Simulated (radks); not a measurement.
# Sm¹⁷⁺ in [Kr] 4d9: an all-electron calculation

An exercise on one series of results from a longer session: the logs are not shown, and one member is left open.

Method: Dirac Kohn-Sham, OLYP, spin-unpolarised, spherical densities, point nucleus; open shells fill j = l - 1/2 first. Code: radks (a radial shooting solver on a logarithmic mesh, Libxc functionals) version 1.

## What is computed

| Property | Result |
| --- | --- |
| element | samarium (Z = 62) |
| charge | +17 |
| electrons | 45 |
| configuration | [Kr] 4d9 |

The first run:

The run's settings:

```text
Z 62
configuration [Kr] 4d9
relativity Dirac
functional optx,lyp
spin unpolarised
j_filling energy
nucleus point
c 137.035999084
```

Command:

```sh
$ python run_ks.py task.json out
```

The same process makes all the runs of this session.

One table of the session follows, with a row left open; its other results are not shown here.

It belongs to the step «Radial structure». From the orbitals of this run (lengths in bohr):

| level | <r> | outermost maximum (interpolated) | 90 % within | nodes |
| --- | --- | --- | --- | --- |
| 1s1/2 | 0.02274 | 0.0145 | 0.0411 | 0 |
| 2s1/2 | 0.09649 | 0.0823 | 0.150 | 1 |
| 2p1/2 | 0.08074 | 0.0624 | 0.133 | 0 |
| 2p3/2 | 0.08736 | 0.0680 | 0.142 | 0 |
| 3s1/2 | 0.2541 | 0.234 | 0.373 | 2 |
| 3p1/2 | 0.2437 | 0.221 | 0.366 | 1 |
| 3p3/2 | 0.2563 | 0.233 | 0.383 | 1 |
| 3d3/2 | 0.2279 | 0.186 | 0.356 | 0 |
| 3d5/2 | 0.2318 | 0.189 | 0.361 | 0 |
| 4s1/2 | ? | ? | ? | ? |
| 4p1/2 | 0.5679 | 0.535 | 0.818 | 2 |
| 4p3/2 | 0.5915 | 0.558 | 0.851 | 2 |
| 4d3/2 | 0.6080 | 0.560 | 0.896 | 1 |
| 4d5/2 | 0.6153 | 0.567 | 0.905 | 1 |

Q: Estimate the row for 4s1/2 from the others.

**Answer.** <r>: 0.5597; outermost maximum (interpolated): 0.531; 90 % within: 0.798; nodes: 3. In the column «<r>» it lies between 3p3/2 (0.2563) and 4p1/2 (0.5679).

Limits of these values: Spin polarisation and multiplet splitting are left out.
